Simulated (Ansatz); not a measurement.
**CH₄ClNSSi: a ladder of functionals and wavefunction methods**

The task here is to estimate one member of a computed series from the others.

The runs use Ansatz 0.2.0, Gaussian basis; functionals in def2-TZVPP, the program's frozen cores in correlated methods.

Plan: LDA (SPW92), PBE-D4, revPBE-D4, BLYP-D4, r2SCAN-D4, B97M-V, PBE0-D4, B3LYP-D4, r2SCANh-D4, r2SCAN0-D4, HSE06-D4, BHLYP-D4, CAM-B3LYP-D4, LC-ωPBE, ωB97X-V, ωB97M-V, B2PLYP, PBE-QIDH; CCSD(T)/def2-SVP; CCSD(T)/def2-TZVPP; MP2/def2-QZVPP; extrapolation to the limit; RPA on PBE.

## The geometry

All runs share one geometry, relaxed beforehand with PBE0-D4 in a triple-zeta def2 set.

9 atoms, charge 0, spin multiplicity 1.

Atoms are counted from 1 here; the program's logs count them from 0.

Bond lengths: N1–C2 1.318 Å, N1–H6 1.007 Å, N1–H7 1.010 Å, C2–Si4 1.856 Å, C2–H8 1.085 Å, S3–Si4 2.013 Å, Si4–Cl5 2.074 Å, Si4–H9 1.479 Å. Angles: C2–N1–H6 121.9°, C2–N1–H7 119.1°, H6–N1–H7 116.8°, N1–C2–Si4 124.0°, N1–C2–H8 115.9°, Si4–C2–H8 119.8°, C2–Si4–S3 80.7°, C2–Si4–Cl5 106.5°, C2–Si4–H9 116.6°, S3–Si4–Cl5 120.5°, S3–Si4–H9 124.3°, Cl5–Si4–H9 105.2°.

As a file:

| atom | x (Å) | y (Å) | z (Å) |
| --- | --- | --- | --- |
| N1 | -1.38289 | 0.06995 | 0.45793 |
| C2 | -0.28941 | -0.62088 | 0.20314 |
| S3 | 1.84602 | 0.11880 | 1.28843 |
| Si4 | 1.21495 | 0.08565 | -0.62295 |
| Cl5 | 0.60489 | 1.83241 | -1.56107 |
| H6 | -2.00780 | -0.17976 | 1.20736 |
| H7 | -1.47372 | 1.00275 | 0.08187 |
| H8 | -0.25545 | -1.62251 | 0.61760 |
| H9 | 1.83190 | -0.73272 | -1.68941 |

Set-up of the first run:

File in.yaml:

```yaml
crystal:
  periodic: [false, false, false]
  atoms:
    - {symbol: N, position_ang: [-1.382891, 0.069950, 0.457926]}
    - {symbol: C, position_ang: [-0.289410, -0.620878, 0.203137]}
    - {symbol: S, position_ang: [1.846016, 0.118804, 1.288433]}
    - {symbol: Si, position_ang: [1.214948, 0.085646, -0.622953]}
    - {symbol: Cl, position_ang: [0.604887, 1.832413, -1.561069]}
    - {symbol: H, position_ang: [-2.007795, -0.179762, 1.207361]}
    - {symbol: H, position_ang: [-1.473715, 1.002753, 0.081872]}
    - {symbol: H, position_ang: [-0.255446, -1.622509, 0.617603]}
    - {symbol: H, position_ang: [1.831904, -0.732718, -1.689409]}
basis:
  gaussian: {orbitals: def2-TZVPP}
hamiltonian: {xc: lda}
output: {orbitals: {seedname: orbitals}}
```

Among the steps run: LDA; PBE-D4 (GGA); revPBE-D4 (GGA); BLYP-D4 (GGA); r2SCAN-D4 (meta-GGA); B97M-V (meta-GGA); PBE0-D4 (hybrid); B3LYP-D4 (hybrid); r2SCANh-D4 (hybrid); r2SCAN0-D4 (hybrid); HSE06-D4 (hybrid); BHLYP-D4 (hybrid); CAM-B3LYP-D4 (range-separated); LC-ωPBE (range-separated); ωB97X-V (range-separated); ωB97M-V (range-separated); B2PLYP (double hybrid); PBE-QIDH (double hybrid).

One of the session's tables, all rows but one given; the rest of the session is left out.

It belongs to the step «Orbital energies across the functionals». 

```
  functional  HOMO (eV)  LUMO (eV)  gap (eV)
 LDA (SPW92)          ?          ?         ?
      PBE-D4      -5.53      -2.54      2.99
   revPBE-D4      -5.47      -2.45      3.02
     BLYP-D4      -5.33      -2.40      2.94
   r2SCAN-D4      -5.76      -2.40      3.36
      B97M-V      -5.80      -2.36      3.43
     PBE0-D4      -6.57      -1.68      4.89
    B3LYP-D4      -6.33      -1.88      4.45
  r2SCANh-D4      -6.15      -2.08      4.07
  r2SCAN0-D4      -6.73      -1.59      5.13
    HSE06-D4      -6.18      -2.05      4.13
    BHLYP-D4      -7.39      -0.67      6.72
CAM-B3LYP-D4      -7.69      -0.63      7.06
     LC-ωPBE      -8.94       0.42      9.36
     ωB97X-V      -8.63       0.40      9.03
     ωB97M-V      -8.49       0.32      8.81
```

Estimate the missing values for LDA (SPW92).

The run gave: HOMO (eV): -5.68; LUMO (eV): -2.76; gap (eV): 2.92. In the column «HOMO (eV)» it lies between r2SCAN-D4 (-5.76) and PBE-D4 (-5.53).
